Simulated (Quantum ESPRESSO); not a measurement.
AlIn:

```
Al In
1.0
     3.05413    0.00000    0.00000
    -1.52707    2.64496    0.00000
     0.00000    0.00000    5.82802
Al In
1 1
Direct
  0.00000 0.00000 0.00000
  0.00000 0.00000 0.50000
```

The cell was built by a generator and needn't be a form met in nature.

| Item | Value |
| --- | --- |
| Program | Quantum ESPRESSO 7.5 |
| Task | single point |
| Functional | PBE |
| Potentials or basis | SSSP 1.3 efficiency PBE |
| Cutoff | 748 eV |
| Density cutoff | 5987 eV |
| k mesh | 10 × 10 × 5 |
| Occupations | fermi-dirac, width 0.05 eV |
| Spin | no spin polarisation |

On this cell: pressure -0.2 GPa; largest force under 0.003 eV/Å; band gap on the k mesh none (metal or under the smearing width).

The same run follows on a disturbed copy (atoms moved at random, drawn with an rms of 0.05 Å):

```
Al In
1.0
     3.05413    0.00000    0.00000
    -1.52707    2.64496    0.00000
     0.00000    0.00000    5.82802
Al In
1 1
Direct
  0.00860 0.01871 0.00500
  0.01233 0.00184 0.50688
```

Problem. What changes?

Solution. The energy (extrapolated to zero smearing) moves by +0.1 meV/atom; pressure -0.2 GPa; largest force 0.034 eV/Å; band gap on the k mesh none (metal or under the smearing width).

Forces on the atoms (eV/Å):
```
Al  -0.002  0.002  0.034
In   0.002 -0.002 -0.034
```

Stress tensor (GPa, compression positive):
```
 0.19  0.00 -0.01
 0.00  0.19  0.01
-0.01  0.01 -0.88
```
